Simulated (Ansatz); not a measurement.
# BCl2H2InO: one species, many methods

The task here is to estimate one member of a computed series from the others.

Method: functionals in def2-TZVPP, the program's frozen cores in correlated methods; program: Ansatz 0.2.0, Gaussian basis.

Levels to be run: LDA (SPW92), PBE-D4, revPBE-D4, BLYP-D4, r2SCAN-D4, B97M-V, PBE0-D4, B3LYP-D4, r2SCANh-D4, r2SCAN0-D4, HSE06-D4, BHLYP-D4, CAM-B3LYP-D4, LC-ωPBE, ωB97X-V, ωB97M-V, B2PLYP, PBE-QIDH; CCSD(T)/def2-SVP; CCSD(T)/def2-TZVPP; MP2/def2-QZVPP; extrapolation to the limit; RPA on PBE.

## The geometry

All runs share one geometry, relaxed beforehand with PBE0-D4 in a triple-zeta def2 set. In takes the def2 core potential; no spin-orbit term is included.

SMILES `[OH][InH][B](Cl)Cl`, 7 atoms, charge 0, spin multiplicity 1.

Atoms are counted from 1 here; the program's logs count them from 0.

Bond lengths: O1–In2 1.995 Å, O1–H6 0.959 Å, In2–B3 2.260 Å, In2–H7 1.709 Å, B3–Cl4 1.746 Å, B3–Cl5 1.746 Å. Angles: In2–O1–H6 113.8°, O1–In2–B3 115.5°, O1–In2–H7 109.7°, B3–In2–H7 134.8°, In2–B3–Cl4 121.1°, In2–B3–Cl5 121.1°, Cl4–B3–Cl5 117.7°.

The first run:

in.yaml

```yaml
crystal:
  periodic: [false, false, false]
  atoms:
    - {symbol: O, position_ang: [-0.722465, -1.486545, -1.490657]}
    - {symbol: In, position_ang: [-0.876553, 0.197525, -0.432115]}
    - {symbol: B, position_ang: [0.844742, 0.627750, 0.967708]}
    - {symbol: Cl, position_ang: [0.855847, 0.010682, 2.601490]}
    - {symbol: Cl, position_ang: [2.218096, 1.572170, 0.445987]}
    - {symbol: H, position_ang: [0.079206, -1.983323, -1.314747]}
    - {symbol: H, position_ang: [-2.337673, 0.993842, -0.823366]}
basis:
  gaussian: {orbitals: def2-TZVPP}
hamiltonian: {xc: lda}
output: {orbitals: {seedname: orbitals}}
```

Among the steps run: LDA; PBE-D4 (GGA); revPBE-D4 (GGA); BLYP-D4 (GGA); r2SCAN-D4 (meta-GGA); B97M-V (meta-GGA); PBE0-D4 (hybrid); B3LYP-D4 (hybrid); r2SCANh-D4 (hybrid); r2SCAN0-D4 (hybrid); HSE06-D4 (hybrid); BHLYP-D4 (hybrid); CAM-B3LYP-D4 (range-separated); LC-ωPBE (range-separated); ωB97X-V (range-separated); ωB97M-V (range-separated); B2PLYP (double hybrid); PBE-QIDH (double hybrid).

One table of the session follows, with a row left open; its other results are not shown here.

It belongs to the step «Orbital energies across the functionals». 

| functional | HOMO (eV) | LUMO (eV) | gap (eV) |
| --- | --- | --- | --- |
| LDA (SPW92) | -6.51 | -3.39 | 3.12 |
| PBE-D4 | -6.34 | -3.13 | 3.20 |
| revPBE-D4 | -6.27 | -3.03 | 3.24 |
| BLYP-D4 | -6.22 | -2.95 | 3.27 |
| r2SCAN-D4 | -6.61 | -2.93 | 3.68 |
| B97M-V | ? | ? | ? |
| PBE0-D4 | -7.55 | -2.27 | 5.28 |
| B3LYP-D4 | -7.35 | -2.43 | 4.92 |
| r2SCANh-D4 | -7.06 | -2.62 | 4.43 |
| r2SCAN0-D4 | -7.73 | -2.16 | 5.57 |
| HSE06-D4 | -7.16 | -2.65 | 4.51 |
| BHLYP-D4 | -8.67 | -1.25 | 7.43 |
| CAM-B3LYP-D4 | -8.86 | -1.14 | 7.72 |
| LC-ωPBE | -10.15 | -0.06 | 10.08 |
| ωB97X-V | -9.81 | -0.12 | 9.69 |
| ωB97M-V | -9.64 | -0.27 | 9.37 |

Q: Estimate the row for B97M-V from the others.

**Answer.** HOMO (eV): -6.66; LUMO (eV): -2.87; gap (eV): 3.79. In the column «HOMO (eV)» it lies between r2SCANh-D4 (-7.06) and r2SCAN-D4 (-6.61).
